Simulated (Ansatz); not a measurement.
Run this with Ansatz 0.2.0 through its Python package and show what comes out.

Script `field_brca.py`:
```python
# -*- coding: utf-8 -*-
"""Response of BrCa to a pair of distant point charges."""

import ansatz as az
import numpy as np

GEOMETRY = """
Ca    0.00000    0.00000    0.00000
Br    0.00000    0.00000    2.70500
"""

mol = az.Crystal.molecule()
for line in GEOMETRY.strip().splitlines():
    symbol, *xyz = line.split()
    mol = mol.atom(symbol, [float(v) for v in xyz])

calculation = (
    mol.calculation()
    .basis(gaussian="def2-SVPD")
    .functional("b3lyp", dispersion="d4")
    .spin("collinear", total=1)
    .accuracy("high")
    .forces()
)
# charges +q and -q at -R and +R make a nearly even field 2 k q / R^2 at the centre
centre = np.mean([site.position_ang for site in mol.cartesian_sites], axis=0)
field = 2 * 14.399645 * 4.0 / 40.0 ** 2


def dipole(axis, sign):
    arm = 40.0 * np.eye(3)[axis]
    pair = [{"charge": sign * 4.0, "position_ang": (centre - arm).tolist()}, {"charge": -sign * 4.0, "position_ang": (centre + arm).tolist()}]
    deck = calculation.input().set(az.key.basis.gaussian.point_charges, pair)
    return np.array(az.Session.from_dict(deck).plan().execute().report["charge_distribution"]["dipole_moment_e_ang"])


print(f"field {field:.4f} V/A")
alpha = np.array([(dipole(axis, 1) - dipole(axis, -1)) / (2 * field) * 14.399645 for axis in range(3)])
print("polarisability tensor (A^3)")
print(np.array2string(alpha, precision=3, suppress_small=True))
print(f"mean {np.trace(alpha) / 3:.3f} A^3 = {np.trace(alpha) / 3 / 0.14818471:.2f} bohr^3")
```

Running `python field_brca.py` prints:
```text
field 0.0720 V/A
polarisability tensor (A^3)
[[20.642 -0.     0.   ]
 [ 0.    20.642  0.   ]
 [ 0.    -0.    20.061]]
mean 20.448 A^3 = 137.99 bohr^3
```

Notes:
- These settings explore the input space; basis and method may be short of convergence.
- The geometry is a force-field or estimated start, not a minimum of this method, and the basis set is short of its limit. The field of two point charges is only nearly even.
- The species is open-shell (spin multiplicity 2).
- b3lyp holds the VWN-RPA fit, as in Gaussian; the form of ORCA and Turbomole is b3lyp5.
- The spin state was assumed, and another may lie lower.
- Timing: 48 s on 1 thread of Intel(R) Xeon(R) 6975P-C (Granite Rapids), with other jobs on the host, peak memory 0.38 GiB.

(A comment or docstring line of the script was reworded after the run, the code is as it ran; lines on the test bed's own set-up are left out of the output.)
